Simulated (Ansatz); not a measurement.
Mo, space group Im-3m: a scan of the energy under strain, run with the Ansatz DFT code, driven from Python.

`strain_mo.py`
```python
'''A tetragonal strain scan of Mo.'''

import ansatz
import numpy as np

vectors0 = np.array([
    [-1.57342, 1.57342, 1.57342],
    [1.57342, -1.57342, 1.57342],
    [1.57342, 1.57342, -1.57342],
])
sites = [
    ('Mo', (0.0, 0.0, 0.0)),
]


def on_lattice(cell):
    crystal = ansatz.Crystal(lattice=ansatz.Lattice.of(cell))
    for symbol, position in sites:
        crystal = crystal.atom(symbol, position)
    return crystal


def main() -> None:
    # clamped ions: the fractional positions stay as typed
    values = np.linspace(-0.02, 0.02, 7)
    energies = []
    for d in values:
        strain = np.diag([d, d, (1 + d) ** -2 - 1])
        cell = vectors0 @ (np.eye(3) + strain)
        job = (
            on_lattice(cell).calculation()
            .basis(550)
            .occupations(ansatz.OccupationsMethod.FERMI_DIRAC, width=0.05)
            .functional('r2SCAN')
            .kpoints(15, 15, 15)
        )
        rep = job.run(threads=1).report
        energies.append(rep['free_energy_ev'] / len(sites))
        print(f'd = {d:+.4f}  F = {energies[-1]:.5f} eV/atom')
    energies = np.array(energies)

    for value, e in zip(values, energies):
        print(f'strain {value:7.3f}   E - Emin = {1000 * (e - energies.min()):9.3f} meV/atom')
    np.savetxt('strain.csv', np.column_stack([values, energies]), fmt='%.6f', delimiter=',', header='strain,energy_eV_per_atom')
    curvature = 2 * np.polyfit(values, energies, 3)[1]
    volume = abs(np.linalg.det(vectors0)) / len(sites)
    print(f'd2E/dd2 over the volume: {curvature / volume * 160.21766:.1f} GPa')


if __name__ == '__main__':
    main()
```

How much energy does this tetragonal strain cost, and what curvature follows?

Against the unstrained cell the energy per atom changes by +38.37 meV at one end of the scan and +39.33 meV at the other, and its second derivative over the volume is 1998.9 GPa.

The output:

Running `python strain_mo.py` prints:
```text
d = -0.0200  F = -4967.56069 eV/atom
d = -0.0133  F = -4967.58215 eV/atom
d = -0.0067  F = -4967.59485 eV/atom
d = +0.0000  F = -4967.59906 eV/atom
d = +0.0067  F = -4967.59473 eV/atom
d = +0.0133  F = -4967.58154 eV/atom
d = +0.0200  F = -4967.55973 eV/atom
strain  -0.020   E - Emin =    38.366 meV/atom
strain  -0.013   E - Emin =    16.912 meV/atom
strain  -0.007   E - Emin =     4.209 meV/atom
strain   0.000   E - Emin =     0.000 meV/atom
strain   0.007   E - Emin =     4.325 meV/atom
strain   0.013   E - Emin =    17.521 meV/atom
strain   0.020   E - Emin =    39.327 meV/atom
d2E/dd2 over the volume: 1998.9 GPa
```

File `strain.csv` afterwards:
```csv
# strain,energy_eV_per_atom
-0.020000,-4967.560692
-0.013333,-4967.582146
-0.006667,-4967.594849
0.000000,-4967.599058
0.006667,-4967.594733
0.013333,-4967.581538
0.020000,-4967.559731
```

What to keep in mind:
- Total energies depend on the potentials; only differences at equal settings carry meaning.
- No spin polarisation was allowed.
- The curvature belongs to this strain pattern and to the cell's stress; it equals a single elastic constant only for simple patterns.
- In a metal a curvature from energy changes of a few meV or less hangs on mesh and smearing, in size and even in sign.
- The ions keep their fractional positions (clamped ions).
- Hardware and time: 45 s on 1 thread of Arm Neoverse V1, on a shared host, peak memory 0.44 GiB.
